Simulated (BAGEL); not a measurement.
**CH2BNO (SMILES BN=C=O): HF/def2-SVPD (density fitting with qzvpp-jkfit)**

What is the vertical electron affinity of CH2BNO at HF/def2-SVPD (density fitting with qzvpp-jkfit)? 

The calculation is run with BAGEL 1.2.2.

## (1) The structure to begin with

CH2BNO has 6 atoms, charge 0, and is taken as a singlet. As SMILES, `BN=C=O`. Geometry: relaxed at PBE0-D4/def2-TZVP.

Bond lengths: B1–N2 1.404 Å, N2–C3 1.196 Å, C3–O4 1.162 Å, B1–H5 1.195 Å, B1–H6 1.193 Å. Angles: B1–N2–C3 159.7°, N2–C3–O4 176.4°, N2–B1–H5 119.2°, N2–B1–H6 118.7°, H5–B1–H6 122.1°.

## (2) The energy at HF/def2-SVPD (density fitting with qzvpp-jkfit)

input.json

```json
{ "bagel": [

{
  "title": "molecule",
  "basis": "def2-svpd.json",
  "df_basis": "qzvpp-jkfit",
  "angstrom": true,
  "geometry": [
    { "atom": "B", "xyz": [   -0.470000,    0.955400,   -0.144700 ] },
    { "atom": "N", "xyz": [    0.227000,   -0.197800,    0.250100 ] },
    { "atom": "C", "xyz": [    0.668900,   -1.308900,    0.214400 ] },
    { "atom": "O", "xyz": [    1.129200,   -2.375400,    0.245600 ] },
    { "atom": "H", "xyz": [   -1.048600,    0.958600,   -1.190700 ] },
    { "atom": "H", "xyz": [   -0.464500,    1.904100,    0.579200 ] }
  ]
},
{ "title": "hf" },
{ "title": "print", "file": "orbitals.molden", "orbitals": true }

]}
```

The basis set def2-SVPD is read from a file made from the Basis Set Exchange's data (not shown).

Launch:

```console
$ BAGEL_NUM_THREADS=1 BAGEL input.json > input.out
```

Standard output:

```text
* using 1 threads per process

  ===============================================================
  ===============================================================

  *** Geometry ***

  { "atom" : "B", "xyz" : [     -0.888171,      1.805444,     -0.273443 ] },
  { "atom" : "N", "xyz" : [      0.428968,     -0.373788,      0.472621 ] },
  { "atom" : "C", "xyz" : [      1.264038,     -2.473463,      0.405157 ] },
  { "atom" : "O", "xyz" : [      2.133879,     -4.488855,      0.464117 ] },
  { "atom" : "H", "xyz" : [     -1.981567,      1.811491,     -2.250097 ] },
  { "atom" : "H", "xyz" : [     -0.877778,      3.598228,      1.094529 ] },

  Number of auxiliary basis functions:      340

  Since a DF basis is specified, we compute 2- and 3-index integrals:
    o Being stored without compression. Storage requirement is 0.027 GB

  Number of basis functions:       99
  Number of electrons      :       28

    * METHOD: MOLECULE                             0.10

  *** RHF ***

  === Nuclear Repulsion ===
    89.9409396578

      * DIIS with orbital gradients will be used.

  === RHF iteration (def2-svpd.json) ===
      0       -192.73996987          0.01818485           0.03
      1       -192.84627000          0.01336584           0.03
      2       -192.91790281          0.00180272           0.03
      3       -192.91915076          0.00103815           0.03
      4       -192.91963208          0.00013708           0.03
      5       -192.91964360          0.00005017           0.03
      6       -192.91964615          0.00002222           0.03
      7       -192.91964697          0.00000856           0.03
      8       -192.91964709          0.00000472           0.03
      9       -192.91964712          0.00000254           0.03
     10       -192.91964712          0.00000127           0.03
     11       -192.91964712          0.00000032           0.03
     12       -192.91964712          0.00000010           0.03
     13       -192.91964712          0.00000004           0.03
     14       -192.91964712          0.00000002           0.03
     15       -192.91964712          0.00000001           0.03
     16       -192.91964712          0.00000001           0.03
    * SCF iteration converged.

    * Permanent dipole moment:
           (    0.285272,    -0.518656,     0.126374) a.u.

    * METHOD: HF                                   0.56

    * METHOD: PRINT                                0.02

  ===============================================================
```

Run time: 0.8 s. Hardware: 1 thread of Arm Neoverse V2, shared host; peak memory 0.096 GiB.

## (3) The doublet anion at the same level

input.json

```json
{ "bagel" : [

{
  "title" : "molecule",
  "basis" : "def2-svpd.json",
  "df_basis" : "qzvpp-jkfit",
  "angstrom" : true,
  "geometry" : [
    { "atom" : "B", "xyz" : [      -0.470000,       0.955400,      -0.144700 ] },
    { "atom" : "N", "xyz" : [       0.227000,      -0.197800,       0.250100 ] },
    { "atom" : "C", "xyz" : [       0.668900,      -1.308900,       0.214400 ] },
    { "atom" : "O", "xyz" : [       1.129200,      -2.375400,       0.245600 ] },
    { "atom" : "H", "xyz" : [      -1.048600,       0.958600,      -1.190700 ] },
    { "atom" : "H", "xyz" : [      -0.464500,       1.904100,       0.579200 ] }
  ]
},

{
  "title" : "uhf",
  "charge" : -1,
  "nopen" : 1
},

{
  "title" : "print",
  "file" : "orbitals.molden",
  "orbitals" : true
}

]}
```

The basis set def2-SVPD is read from a file made from the Basis Set Exchange's data (not shown).

Launch:

```console
$ BAGEL_NUM_THREADS=1 BAGEL input.json > input.out
```

Standard output:

```text
* using 1 threads per process

  ===============================================================
  ===============================================================

  *** Geometry ***

  { "atom" : "B", "xyz" : [     -0.888171,      1.805444,     -0.273443 ] },
  { "atom" : "N", "xyz" : [      0.428968,     -0.373788,      0.472621 ] },
  { "atom" : "C", "xyz" : [      1.264038,     -2.473463,      0.405157 ] },
  { "atom" : "O", "xyz" : [      2.133879,     -4.488855,      0.464117 ] },
  { "atom" : "H", "xyz" : [     -1.981567,      1.811491,     -2.250097 ] },
  { "atom" : "H", "xyz" : [     -0.877778,      3.598228,      1.094529 ] },

  Number of auxiliary basis functions:      340

  Since a DF basis is specified, we compute 2- and 3-index integrals:
    o Being stored without compression. Storage requirement is 0.027 GB

  Number of basis functions:       99
  Number of electrons      :       28

    * METHOD: MOLECULE                             0.10

  *** Open-shell HF ***

  === Nuclear Repulsion ===
    89.9409396578

      * DIIS with orbital gradients will be used.

  === UHF iteration (def2-svpd.json) ===
      0       -192.65818680          0.03990394           0.05
      1       -192.81140533          0.02645128           0.06
      2       -192.85337026          0.01711718           0.06
      3       -192.88470372          0.00107786           0.06
      4       -192.88533509          0.00036004           0.06
      5       -192.88550564          0.00012937           0.06
      6       -192.88558201          0.00006042           0.06
      7       -192.88562101          0.00003811           0.06
      8       -192.88565182          0.00003331           0.06
      9       -192.88567151          0.00003028           0.06
     10       -192.88570405          0.00002102           0.06
     11       -192.88572307          0.00001145           0.06
     12       -192.88572516          0.00000393           0.06
     13       -192.88572510          0.00000226           0.06
     14       -192.88572519          0.00000082           0.06
     15       -192.88572519          0.00000055           0.06
     16       -192.88572520          0.00000016           0.06
     17       -192.88572520          0.00000005           0.06
     18       -192.88572520          0.00000003           0.06
     19       -192.88572520          0.00000002           0.06
     20       -192.88572520          0.00000001           0.06
    * SCF iteration converged.

    * S^2 (UHF) is 0.7967

    * Permanent dipole moment:
           (   -0.770987,     1.502261,    -0.265958) a.u.

    * METHOD: UHF                                  1.28

    * METHOD: PRINT                                0.02

  ===============================================================
```

Wall time 1.5 s (1 thread of Arm Neoverse V2, shared host); peak memory 0.096 GiB.

## (4) Summary of results

At HF/def2-SVPD (density fitting with qzvpp-jkfit):

```
                                         quantity          value
                     singlet CH2BNO: total energy  -192.91965 Eh
                    singlet CH2BNO: dipole moment         1.54 D
                      singlet CH2BNO: HOMO energy      -11.76 eV
                      singlet CH2BNO: LUMO energy        1.77 eV
                    singlet CH2BNO: HOMO–LUMO gap       13.53 eV
                      doublet anion: total energy  -192.88573 Eh
                              doublet anion: ⟨S²⟩          0.797
vertical electron affinity (to the doublet anion)      -0.923 eV
```

In words: The anion lies 0.92 eV (21.3 kcal/mol) above the neutral: the electron isn't bound at this level, and such a value depends on the basis. Hartree–Fock misses the correlation that binds many anions.
